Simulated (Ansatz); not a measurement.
# BFH₄O₂Si: up Jacob's ladder to CCSD(T)

An exercise on one series of results from a longer session: the logs are not shown, and one member is left open.

Program: Ansatz 0.2.0, Gaussian basis. Level of theory: functionals in def2-TZVPP, the program's frozen cores in correlated methods. These are calculated values, not measurements.

The runs, in order: LDA (SPW92), PBE-D4, revPBE-D4, BLYP-D4, r2SCAN-D4, B97M-V, PBE0-D4, B3LYP-D4, r2SCANh-D4, r2SCAN0-D4, HSE06-D4, BHLYP-D4, CAM-B3LYP-D4, LC-ωPBE, ωB97X-V, ωB97M-V, B2PLYP, PBE-QIDH; CCSD(T)/def2-SVP; CCSD(T)/def2-TZVPP; MP2/def2-QZVPP; extrapolation to the limit; RPA on PBE.

## Structure used throughout

An earlier PBE0-D4 in a triple-zeta def2 set relaxation fixed the geometry.

9 atoms, charge 0, spin multiplicity 1.

Atoms are counted from 1 here; the program's logs count them from 0.

Bond lengths: B1–O2 1.351 Å, B1–H6 1.197 Å, B1–H7 1.203 Å, O2–Si3 1.631 Å, Si3–O4 1.620 Å, Si3–F5 1.587 Å, Si3–H8 1.473 Å, O4–H9 0.958 Å. Angles: O2–B1–H6 117.9°, O2–B1–H7 120.0°, H6–B1–H7 122.1°, B1–O2–Si3 133.2°, O2–Si3–O4 106.1°, O2–Si3–F5 107.9°, O2–Si3–H8 111.5°, O4–Si3–F5 110.3°, O4–Si3–H8 113.6°, F5–Si3–H8 107.4°, Si3–O4–H9 119.5°.

Set-up of the first run:

The input, in.yaml:

```yaml
crystal:
  periodic: [false, false, false]
  atoms:
    - {symbol: B, position_ang: [0.050450, 1.049673, 1.564306]}
    - {symbol: O, position_ang: [0.492504, 0.647540, 0.353091]}
    - {symbol: Si, position_ang: [-0.142306, -0.309918, -0.804795]}
    - {symbol: O, position_ang: [0.867908, -1.567500, -0.950298]}
    - {symbol: F, position_ang: [-0.183723, 0.522012, -2.155104]}
    - {symbol: H, position_ang: [0.756156, 1.771440, 2.207469]}
    - {symbol: H, position_ang: [-1.022696, 0.683190, 1.964597]}
    - {symbol: H, position_ang: [-1.526385, -0.698333, -0.485243]}
    - {symbol: H, position_ang: [0.796491, -2.144504, -1.711222]}
basis:
  gaussian: {orbitals: def2-TZVPP}
hamiltonian: {xc: lda}
output: {orbitals: {seedname: orbitals}}
```

Run with:

```sh
> ansatz run in.yaml --threads 2 --pin off --events-out ev --progress --plain --max-ram 4352MiB
```

Among the steps run: LDA; PBE-D4 (GGA); revPBE-D4 (GGA); BLYP-D4 (GGA); r2SCAN-D4 (meta-GGA); B97M-V (meta-GGA); B3LYP-D4 (hybrid); r2SCANh-D4 (hybrid); r2SCAN0-D4 (hybrid); HSE06-D4 (hybrid); BHLYP-D4 (hybrid); CAM-B3LYP-D4 (range-separated); LC-ωPBE (range-separated); ωB97X-V (range-separated); ωB97M-V (range-separated); B2PLYP (double hybrid); PBE-QIDH (double hybrid).

One table of the session follows, with a row left open; its other results are not shown here.

It belongs to the step «Frontier levels by functional». 

| functional | HOMO (eV) | gap (eV) |
| --- | --- | --- |
| LDA (SPW92) | -7.25 | 5.14 |
| PBE-D4 | -7.19 | 5.37 |
| revPBE-D4 | -7.16 | 5.45 |
| BLYP-D4 | -7.14 | 5.45 |
| r2SCAN-D4 | -7.52 | 6.13 |
| B97M-V | -7.64 | 6.09 |
| PBE0-D4 | -8.68 | 7.89 |
| B3LYP-D4 | -8.49 | 7.45 |
| r2SCANh-D4 | -8.07 | 7.04 |
| r2SCAN0-D4 | -8.90 | 8.38 |
| HSE06-D4 | -8.27 | 7.10 |
| BHLYP-D4 | ? | ? |
| CAM-B3LYP-D4 | -10.17 | 10.45 |
| LC-ωPBE | -11.52 | 13.04 |
| ωB97X-V | -11.18 | 12.59 |
| ωB97M-V | -11.04 | 12.16 |

Estimate the missing values for BHLYP-D4.

Worked estimate for «HOMO (eV)». Against the share of exact exchange, BLYP-D4 (0, -7.14), B3LYP-D4 (0.2, -8.49) give a slope of -6.75 per unit share; at 0.5 the line stands at -10.51.

As computed: HOMO (eV): -10.15; gap (eV): 10.36. In «HOMO (eV)» the line misses by -0.36.
